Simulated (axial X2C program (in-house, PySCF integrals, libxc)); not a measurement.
# ErCN: Ω levels from open-shell CI on f12 s1

Which Ω levels does ErCN have in the configuration f12 s1, and how far apart?

Program: an in-house X2C program for linear molecules on PySCF integrals. Level of theory: two-component X2C, average-of-configuration Hartree–Fock and CI in the open shells. These are calculated values, not measurements.

All values are calculated.

## 1. Input

File task.json:

```json
{"zs": [68, 6, 7], "q": 0, "bas": ["dyall-v3z", "dyall-v3z", "dyall-av3z"], "r0": 2.25, "metal": 0, "shells": [[3, [0, 1, 2, 3], 12], [0, [0], 1]], "fix": 0, "emax": 2.2, "nroots": 4, "r2": 1.16}
```

Keys: zs atomic numbers; q charge; bas basis sets; r0 starting distance in Å; metal index of the metal atom; shells open shells as [l, |m| values, electrons]; fix electron count of the first shell held; emax energy window in eV; nroots roots for each Ω; r2 second bond in Å, held.

Launch:

```sh
$ python soci.py task.json out
```

Two-component X2C with atomic mean-field Coulomb and Gaunt terms, basis Er dyall-v3z, C dyall-v3z, N dyall-av3z (cores contracted in-house). Orbitals come from Hartree–Fock averaged over the configuration Er f12 s1; CI then distributes these electrons over the f, s shells of Er.

## 2. CI at Er–C–N held linear, bonds 2.518 and 1.160 Å (the second held)

Before running it: what results should come out? Wanted: lowest level of the model; next level; lowest curve, Re and ωe.

**Answer**, as computed:

| quantity | value |
| --- | --- |
| lowest level of the model | Ω = 1/2, g∥ = 1.27, 100% f12 s1 |
| next level | Ω = 3/2, 37 cm⁻¹ higher |
| lowest curve, Re and ωe | 2.513 Å, 289.5 cm⁻¹ |

**Reading.** In the lowest level ⟨Sz⟩ = 0.14 and ⟨Lz⟩ = 0.36; its leading determinant has weight 0.31 among 67. From 2.518 to 2.971 Å the gap from the lowest to the fifth level goes from 483 to 382 cm⁻¹. Without dynamic correlation distances can be off by several hundredths of an Å, and the wavenumbers are rough. There is no dynamic correlation: spin–orbit spacings and, for f shells, spacings inside one term are the most reliable numbers, splittings between terms come out too wide, and energies between configurations are not reliable, so the lowest level need not be the ground state of the molecule. At most 4 roots were kept for each Ω > 0 (twice that for Ω = 0) within 2.2 eV of the lowest, so higher up levels can be missing between those listed; levels with Ω > 0 are doubly degenerate and listed once, Ω = 0 levels singly. The molecule was held linear; bending was not examined.
